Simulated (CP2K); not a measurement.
# BiTe (Fm-3m) in CP2K: a series of runs

One crystal, BiTe, is run at these levels: r2SCAN; tasks: single point, equation of state.

Program: CP2K 2026.2. These are calculated values, not measurements. Logs are shortened: lines on timing, memory, paths and dates and some standing lists are left out, and cuts for length are marked.

**1. Starting point**

Symmetry: Fm-3m, No. 225, cubic system. Conventional cell: a = 6.470 Å, b = 6.470 Å, c = 6.470 Å, α = 90.00°, β = 90.00°, γ = 90.00°. Bi (site symmetry m-3m) has 6 Te at 3.24 Å as nearest neighbours. Te (site symmetry m-3m) has 6 Bi at 3.24 Å as nearest neighbours.

**2. Single point, r2SCAN, 33.86 Å³/atom**

Contents of bite_eos.inp:

```
&GLOBAL
  PROJECT bite_eos
  RUN_TYPE ENERGY_FORCE
  PRINT_LEVEL LOW
&END GLOBAL
&FORCE_EVAL
  METHOD QS
  STRESS_TENSOR ANALYTICAL
  &DFT
    BASIS_SET_FILE_NAME BASIS_MOLOPT_UZH
    POTENTIAL_FILE_NAME POTENTIAL_UZH
    &MGRID
      CUTOFF 675
      REL_CUTOFF 60
      NGRIDS 5
    &END MGRID
    &QS
      METHOD GPW
      EPS_DEFAULT 1.0E-9
    &END QS
    &KPOINTS
      SCHEME MONKHORST-PACK 7 7 7
      GAMMA_CENTERED T
      SYMMETRY T
      SYMMETRY_BACKEND SPGLIB
    &END KPOINTS
    &SCF
      SCF_GUESS ATOMIC
      EPS_SCF 1.0E-6
      MAX_SCF 100
      ADDED_MOS 10
      CHOLESKY OFF
      EPS_EIGVAL 1.0E-7
      &DIAGONALIZATION ON
        ALGORITHM STANDARD
      &END DIAGONALIZATION
      &MIXING ON
        METHOD BROYDEN_MIXING
        ALPHA 0.4
        BETA 1.5
        NBUFFER 8
      &END MIXING
      &SMEAR ON
        METHOD FERMI_DIRAC
        ELECTRONIC_TEMPERATURE 116.05
      &END SMEAR
    &END SCF
    &XC
      &XC_FUNCTIONAL
        &MGGA_X_R2SCAN
        &END MGGA_X_R2SCAN
        &MGGA_C_R2SCAN
        &END MGGA_C_R2SCAN
      &END XC_FUNCTIONAL
    &END XC
    &PRINT
      &KPOINTS ON
      &END KPOINTS
      &MULLIKEN ON
      &END MULLIKEN
      &MO ON
        ENERGIES T
        OCCUPATION_NUMBERS T
        &EACH
          QS_SCF 0
        &END EACH
        ADD_LAST NUMERIC
      &END MO
    &END PRINT
  &END DFT
  &SUBSYS
    &CELL
      ABC 4.5749808743 4.5749808743 4.5749808743
      ALPHA_BETA_GAMMA 60.0000000001 60.0000000008 60.0000000007
      PERIODIC XYZ
    &END CELL
    &COORD
      SCALED
      Bi  0.0000000000 0.0000000000 0.0000000000
      Te  0.5000000000 0.5000000000 0.5000000000
    &END COORD
    &KIND Bi
      BASIS_SET TZVP-MOLOPT-SCAN-GTH-q5
      POTENTIAL GTH-SCAN-q5
    &END KIND
    &KIND Te
      BASIS_SET TZVP-MOLOPT-SCAN-GTH-q6
      POTENTIAL GTH-SCAN-q6
    &END KIND
    &PRINT
      &ATOMIC_COORDINATES ON
      &END ATOMIC_COORDINATES
      &CELL ON
      &END CELL
    &END PRINT
  &END SUBSYS
  &PRINT
    &FORCES ON
    &END FORCES
    &STRESS_TENSOR ON
    &END STRESS_TENSOR
  &END PRINT
&END FORCE_EVAL
```

Potentials or basis: POTENTIAL_UZH Bi GTH-SCAN-q5, Te GTH-SCAN-q6; TZVP-MOLOPT-SCAN-GTH basis.

Command:

```
$ OMP_NUM_THREADS=1 cp2k.psmp -i bite_eos.inp -o bite_eos.out
```

bite_eos.out:

```text

 CP2K| version string:                                       CP2K version 2026.2
 CP2K| Input file name                                              bite_eos.inp

 GLOBAL| Force Environment number                                              1
 GLOBAL| Basis set file name                                    BASIS_MOLOPT_UZH
 GLOBAL| Potential file name                                       POTENTIAL_UZH
 GLOBAL| MM Potential file name                                     MM_POTENTIAL
 GLOBAL| Coordinate file name                                      __STD_INPUT__
 GLOBAL| Method name                                                        CP2K
 GLOBAL| Project name                                                   bite_eos
 GLOBAL| Run type                                                   ENERGY_FORCE
 GLOBAL| FFT library                                                       FFTW3
[... 8 lines left out ...]
 GLOBAL| CPU model name                                                  UNKNOWN

 CELL| Volume [angstrom^3]:                                            67.710006
 CELL| Vector a [angstrom]:       4.575     0.000     0.000   |a| =     4.574981
 CELL| Vector b [angstrom]:       2.287     3.962     0.000   |b| =     4.574981
 CELL| Vector c [angstrom]:       2.287     1.321     3.735   |c| =     4.574981
 CELL| Angle (b,c), alpha [degree]:                                    60.000000
 CELL| Angle (a,c), beta  [degree]:                                    60.000000
 CELL| Angle (a,b), gamma [degree]:                                    60.000000
 CELL| Numerically orthorhombic:                                              NO
 CELL| Periodicity                                                           XYZ

 CELL_REF| Volume [angstrom^3]:                                        67.710006
 CELL_REF| Vector a [angstrom     4.575     0.000     0.000   |a| =     4.574981
 CELL_REF| Vector b [angstrom     2.287     3.962     0.000   |b| =     4.574981
 CELL_REF| Vector c [angstrom     2.287     1.321     3.735   |c| =     4.574981
 CELL_REF| Angle (b,c), alpha [degree]:                                60.000000
 CELL_REF| Angle (a,c), beta  [degree]:                                60.000000
 CELL_REF| Angle (a,b), gamma [degree]:                                60.000000
 CELL_REF| Numerically orthorhombic:                                          NO
 CELL_REF| Periodicity                                                       XYZ
[... 9 lines left out ...]
 TOTAL NUMBERS AND MAXIMUM NUMBERS

  Total number of            - Atomic kinds:                                   2
                             - Atoms:                                          2
                             - Shell sets:                                     2
                             - Shells:                                        14
                             - Primitive Cartesian functions:                  9
                             - Cartesian basis functions:                     36
                             - Spherical basis functions:                     34

  Maximum angular momentum of- Orbital basis functions:                        2
                             - Local part of the GTH pseudopotential:          0
                             - Non-local part of the GTH pseudopotential:      4

 MODULE QUICKSTEP: ATOMIC COORDINATES IN ANGSTROM

   Atom Kind Element         X             Y             Z       Z(eff)     Mass
      1    1 Bi   83      0.000000      0.000000      0.000000   5.0000 208.9804
      2    2 Te   52      4.574981      2.641366      1.867728   6.0000 127.6000

 SCF PARAMETERS         Density guess:                                    ATOMIC
                        --------------------------------------------------------
                        max_scf:                                             100
[... 7 lines left out ...]
                        --------------------------------------------------------
                        level_shift [a.u.]:                             0.000000
                        added MOs                                        10    0
                        --------------------------------------------------------
                        Mixing method:                            BROYDEN_MIXING
                                                charge density mixing in g-space
                        --------------------------------------------------------
                        Smear method:                                FERMI_DIRAC
                        Electronic temperature [K]:                        116.0
                        Electronic temperature [a.u.]:                  3.68E-04
                        Accuracy threshold:                             1.00E-10
                        --------------------------------------------------------
                        No outer SCF

[... 45 lines left out ...]
  Hartree energy:                                              12.78835194950193
  Exchange-correlation energy:                                 -3.14055259258375
  Electronic entropic energy:                                  -0.00002367258464
  Fermi energy:                                                 0.18024569185497

  Total energy:                                               -13.70468165970538
  Total energy (extrapolated to T->0):                        -13.70466982341305

 MO| EIGENVALUES AND OCCUPATION NUMBERS FOR K POINT 1
 MO|
 MO|  Index      Eigenvalue [a.u.]        Eigenvalue [eV]             Occupation
 MO|      1              -0.281136              -7.650100               2.000000
 MO|      2              -0.232462              -6.325617               2.000000
 MO|      3               0.092544               2.518252               2.000000
 MO|      4               0.092544               2.518253               2.000000
 MO|      5               0.117432               3.195476               2.000000
 MO|      6               0.156896               4.269358               2.000000
[... 8 lines left out ...]
 MO|     15               0.723400              19.684710               0.000000
 MO|     16               0.723400              19.684715               0.000000
 MO| Sum:                                                              16.000000
 MO| E(Fermi):            0.180246 a.u.          4.904735 eV
 MO| Band gap:            0.000000 a.u.          0.000001 eV

 MO| EIGENVALUES AND OCCUPATION NUMBERS FOR K POINT 2
 MO|
 MO|  Index      Eigenvalue [a.u.]        Eigenvalue [eV]             Occupation
 MO|      1              -0.288680              -7.855369               2.000000
 MO|      2              -0.215685              -5.869095               2.000000
 MO|      3               0.057813               1.573166               2.000000
 MO|      4               0.060678               1.651143               2.000000
 MO|      5               0.071745               1.952283               2.000000
 MO|      6               0.201955               5.495462               0.000000
[... 129 lines left out ...]
 MO|      4               0.098070               2.668611               2.000000
 MO|      5               0.115182               3.134253               2.000000
 MO|      6               0.158962               4.325589               2.000000
[... 8 lines left out ...]
 MO|     15               0.713671              19.419969               0.000000
 MO|     16               0.770651              20.970477               0.000000
 MO| Sum:                                                              14.000000
 MO| E(Fermi):            0.180246 a.u.          4.904735 eV
 MO| Band gap:            0.002500 a.u.          0.068017 eV

 MO| EIGENVALUES AND OCCUPATION NUMBERS FOR K POINT 9
 MO|
 MO|  Index      Eigenvalue [a.u.]        Eigenvalue [eV]             Occupation
 MO|      1              -0.297869              -8.105417               2.000000
 MO|      2              -0.196676              -5.351821               2.000000
 MO|      3               0.022401               0.609565               2.000000
 MO|      4               0.051897               1.412190               2.000000
 MO|      5               0.080237               2.183372               2.000000
 MO|      6               0.203883               5.547952               0.000000
[... 108 lines left out ...]
 MO|      5               0.100783               2.742457               2.000000
 MO|      6               0.189437               5.154853               0.000000
[... 8 lines left out ...]
 MO|     15               0.756653              20.589574               0.000000
 MO|     16               0.780450              21.237135               0.000000
 MO| Sum:                                                              10.000000
 MO| E(Fermi):            0.180246 a.u.          4.904735 eV

 [... the levels of further k-points ...]

 !-----------------------------------------------------------------------------!
                     Mulliken Population Analysis

 #  Atom  Element  Kind  Atomic population                           Net charge
       1     Bi       1          4.692354                              0.307646
       2     Te       2          6.307646                             -0.307646
 # Total charge                             11.000000                  0.000000

 !-----------------------------------------------------------------------------!

 ENERGY| Total FORCE_EVAL ( QS ) energy [hartree]            -13.704681379330697

 FORCES| Atomic forces [hartree/bohr]
 FORCES|   Atom     x               y               z               |f|
 FORCES|      1 -3.21142856E-16  1.16496886E-16  6.39188858E-16   7.24752823E-16
 FORCES|      2 -8.07845910E-13 -3.72310169E-13 -2.96124108E-13   9.37506994E-13
 FORCES| Sum    -8.08167053E-13 -3.72193672E-13 -2.95484919E-13
 FORCES| Total atomic force                                       9.37535840E-13

 STRESS| Analytical stress tensor [bar]
 STRESS|                        x                   y                   z
 STRESS|      x       -6.29984749730E+03   2.23824383697E-02   1.46855027370E-02
 STRESS|      y        2.23824383697E-02  -6.29991645606E+03   1.12141813454E-03
 STRESS|      z        1.46855027370E-02   1.12141813454E-03  -6.29996514282E+03
 STRESS| 1/3 Trace                                            -6.29990969872E+03
 STRESS| Determinant                                          -2.50036247955E+11

 STRESS| Eigenvectors and eigenvalues of the analytical stress tensor [bar]
 STRESS|                        1                   2                   3
 STRESS| Eigenvalues  -6.29996700467E+03  -6.29992287014E+03  -6.29983922136E+03
 STRESS|      x          -0.128315732105     -0.271633282837      0.953808383560
 STRESS|      y           0.034828988225      0.959931326750      0.278062564009
 STRESS|      z           0.991121594192     -0.068899982432      0.113713578553
```

Run time: 41 s. Hardware: 1 thread of Arm Neoverse V2, shared host; peak memory 0.42 GiB.

Results:

```
Free energy            : -372.9233 eV
Pressure               : -0.6 GPa
Band gap on the k mesh : none (metal or under the smearing width)
Mulliken charges       : Bi +0.31; Te -0.31 e
```

Caveat: Mulliken charges move with the basis; spin-orbit coupling is left out, which moves the levels of the heavy elements; the basis of atomic orbitals isn't converged, which shifts pressures, moduli and gaps.

**3. Single point, r2SCAN, 33.18 Å³/atom (volume scaled by 0.98)**

Changes to bite_eos.inp since step 2:

```diff
@@ -11,2 +11,3 @@
     POTENTIAL_FILE_NAME POTENTIAL_UZH
+    WFN_RESTART_FILE_NAME previous-RESTART.kp
     &MGRID
@@ -27,3 +28,3 @@
     &SCF
-      SCF_GUESS ATOMIC
+      SCF_GUESS RESTART
       EPS_SCF 1.0E-6
@@ -72,4 +73,4 @@
     &CELL
-      ABC 4.5749808743 4.5749808743 4.5749808743
-      ALPHA_BETA_GAMMA 60.0000000001 60.0000000008 60.0000000007
+      ABC 4.5442753795 4.5442753795 4.5442753795
+      ALPHA_BETA_GAMMA 59.9999999998 60.0000000010 60.0000000009
       PERIODIC XYZ
```

Potentials or basis: POTENTIAL_UZH Bi GTH-SCAN-q5, Te GTH-SCAN-q6; TZVP-MOLOPT-SCAN-GTH basis.

Command:

```
$ OMP_NUM_THREADS=1 cp2k.psmp -i bite_eos.inp -o bite_eos.out
```

Run time: 49 s. Hardware: 1 thread of Arm Neoverse V2, shared host; peak memory 0.42 GiB.

Results (log left out):

| Item | Value |
| --- | --- |
| Free energy | -372.9244 eV |
| Pressure | 0.4 GPa |
| Band gap on the k mesh | none (metal or under the smearing width) |
| Mulliken charges | Bi +0.31; Te -0.31 e |

Caveat: Mulliken charges move with the basis; spin-orbit coupling is left out, which moves the levels of the heavy elements; the basis of atomic orbitals isn't converged, which shifts pressures, moduli and gaps.

**4. Single point, r2SCAN, 34.53 Å³/atom (volume scaled by 1.02)**

Changes to bite_eos.inp since step 3:

```diff
@@ -73,4 +73,4 @@
     &CELL
-      ABC 4.5442753795 4.5442753795 4.5442753795
-      ALPHA_BETA_GAMMA 59.9999999998 60.0000000010 60.0000000009
+      ABC 4.6052796439 4.6052796439 4.6052796439
+      ALPHA_BETA_GAMMA 60.0000000002 60.0000000009 60.0000000009
       PERIODIC XYZ
```

Command:

```
$ OMP_NUM_THREADS=1 cp2k.psmp -i bite_eos.inp -o bite_eos.out
```

Wall time 45 s (1 thread of Arm Neoverse V2, shared host); peak memory 0.41 GiB.

The run converged. Its results:

```
Free energy            : -372.9141 eV
Pressure               : -1.5 GPa
Band gap on the k mesh : none (metal or under the smearing width)
Mulliken charges       : Bi +0.31; Te -0.31 e
```

Caveat: Mulliken charges move with the basis; spin-orbit coupling is left out, which moves the levels of the heavy elements; the basis of atomic orbitals isn't converged, which shifts pressures, moduli and gaps.

**5. Single point, r2SCAN, 32.50 Å³/atom (volume scaled by 0.96)**

Changes to bite_eos.inp since step 4:

```diff
@@ -73,4 +73,4 @@
     &CELL
-      ABC 4.6052796439 4.6052796439 4.6052796439
-      ALPHA_BETA_GAMMA 60.0000000002 60.0000000009 60.0000000009
+      ABC 4.5131492288 4.5131492288 4.5131492289
+      ALPHA_BETA_GAMMA 60.0000000001 60.0000000005 59.9999999999
       PERIODIC XYZ
```

Command:

```
$ OMP_NUM_THREADS=1 cp2k.psmp -i bite_eos.inp -o bite_eos.out
```

Wall time 35 s (1 thread of Arm Neoverse V2, shared host); peak memory 0.42 GiB.

Results (log left out):

```yaml
Free_energy: -372.9162 eV
Pressure: 1.6 GPa
Band_gap_on_the_k_mesh: none (metal or under the smearing width)
Mulliken_charges: Bi +0.31; Te -0.31 e
```

Caveat: Mulliken charges move with the basis; spin-orbit coupling is left out, which moves the levels of the heavy elements; the basis of atomic orbitals isn't converged, which shifts pressures, moduli and gaps.

**6. Single point, r2SCAN, 35.21 Å³/atom (volume scaled by 1.04)**

Changes to bite_eos.inp since step 5:

```diff
@@ -73,4 +73,4 @@
     &CELL
-      ABC 4.5131492288 4.5131492288 4.5131492289
-      ALPHA_BETA_GAMMA 60.0000000001 60.0000000005 59.9999999999
+      ABC 4.6351848951 4.6351848951 4.6351848951
+      ALPHA_BETA_GAMMA 59.9999999999 60.0000000005 60.0000000006
       PERIODIC XYZ
```

Potentials or basis: POTENTIAL_UZH Bi GTH-SCAN-q5, Te GTH-SCAN-q6; TZVP-MOLOPT-SCAN-GTH basis.

Command:

```
$ OMP_NUM_THREADS=1 cp2k.psmp -i bite_eos.inp -o bite_eos.out
```

It took 51 s on 1 thread of Arm Neoverse V2, shared host; peak memory 0.44 GiB.

It converged, with:

```
Free energy            : -372.8975 eV
Pressure               : -2.4 GPa
Band gap on the k mesh : none (metal or under the smearing width)
Mulliken charges       : Bi +0.30; Te -0.30 e
```

Caveat: Mulliken charges move with the basis; spin-orbit coupling is left out, which moves the levels of the heavy elements; the basis of atomic orbitals isn't converged, which shifts pressures, moduli and gaps.

**7. Single point, r2SCAN, 31.82 Å³/atom (volume scaled by 0.94)**

Changes to bite_eos.inp since step 6:

```diff
@@ -73,4 +73,4 @@
     &CELL
-      ABC 4.6351848951 4.6351848951 4.6351848951
-      ALPHA_BETA_GAMMA 59.9999999999 60.0000000005 60.0000000006
+      ABC 4.4815877121 4.4815877121 4.4815877121
+      ALPHA_BETA_GAMMA 60.0000000006 60.0000000008 60.0000000008
       PERIODIC XYZ
```

Command:

```
$ OMP_NUM_THREADS=1 cp2k.psmp -i bite_eos.inp -o bite_eos.out
```

It took 50 s on 1 thread of Arm Neoverse V2, shared host; peak memory 0.42 GiB.

It converged, with:

```
Free energy            : -372.8977 eV
Pressure               : 2.8 GPa
Band gap on the k mesh : none (metal or under the smearing width)
Mulliken charges       : Bi +0.32; Te -0.32 e
```

Caveat: Mulliken charges move with the basis; spin-orbit coupling is left out, which moves the levels of the heavy elements; the basis of atomic orbitals isn't converged, which shifts pressures, moduli and gaps.

**8. Single point, r2SCAN, 35.89 Å³/atom (volume scaled by 1.06)**

Changes to bite_eos.inp since step 7:

```diff
@@ -73,4 +73,4 @@
     &CELL
-      ABC 4.4815877121 4.4815877121 4.4815877121
-      ALPHA_BETA_GAMMA 60.0000000006 60.0000000008 60.0000000008
+      ABC 4.6647091618 4.6647091618 4.6647091617
+      ALPHA_BETA_GAMMA 59.9999999998 60.0000000010 60.0000000012
       PERIODIC XYZ
```

Command:

```
$ OMP_NUM_THREADS=1 cp2k.psmp -i bite_eos.inp -o bite_eos.out
```

Wall time 47 s (1 thread of Arm Neoverse V2, shared host); peak memory 0.44 GiB.

The run converged. Its results:

```yaml
Free_energy: -372.8744 eV
Pressure: -3.1 GPa
Band_gap_on_the_k_mesh: none (metal or under the smearing width)
Mulliken_charges: Bi +0.30; Te -0.30 e
```

Caveat: Mulliken charges move with the basis; spin-orbit coupling is left out, which moves the levels of the heavy elements; the basis of atomic orbitals isn't converged, which shifts pressures, moduli and gaps.

**9. Equation of state, r2SCAN**

Potentials or basis: POTENTIAL_UZH Bi GTH-SCAN-q5, Te GTH-SCAN-q6; TZVP-MOLOPT-SCAN-GTH basis.

No new run: the results of the series are fitted here.

What came out:

```yaml
Equilibrium_volume: 33.43 Å³/atom
Bulk_modulus: 52 GPa
Pressure_derivative_of_the_bulk_modulus: 4.6
```

Energy against volume, from the lowest point:
| volume (Å³/atom) | energy (meV/atom) |
| --- | --- |
| 31.824 | 13.35 |
| 32.501 | 4.09 |
| 33.178 | 0.00 |
| 33.855 | 0.52 |
| 34.532 | 5.15 |
| 35.209 | 13.45 |
| 35.886 | 25.02 |

Caveat: spin-orbit coupling is left out, which moves the levels of the heavy elements; the basis of atomic orbitals isn't converged, which shifts pressures, moduli and gaps.

**10. The reference run**

An earlier run on the cell as given: functional PBEsol; potentials or basis POTENTIAL_UZH Bi GTH-PBE-q5, Te GTH-PBE-q6; TZVP-MOLOPT-PBE-GTH basis; density cutoff 6123 eV; k mesh 7 × 7 × 7; occupations fermi-dirac, width 0.05 eV; no spin polarisation.

- Pressure: 0.3 GPa
- Band gap on the k mesh: none (metal or under the smearing width)
- Mulliken charges: Bi +0.27; Te -0.27 e
- Hirshfeld charges: Bi +0.08; Te -0.08 e
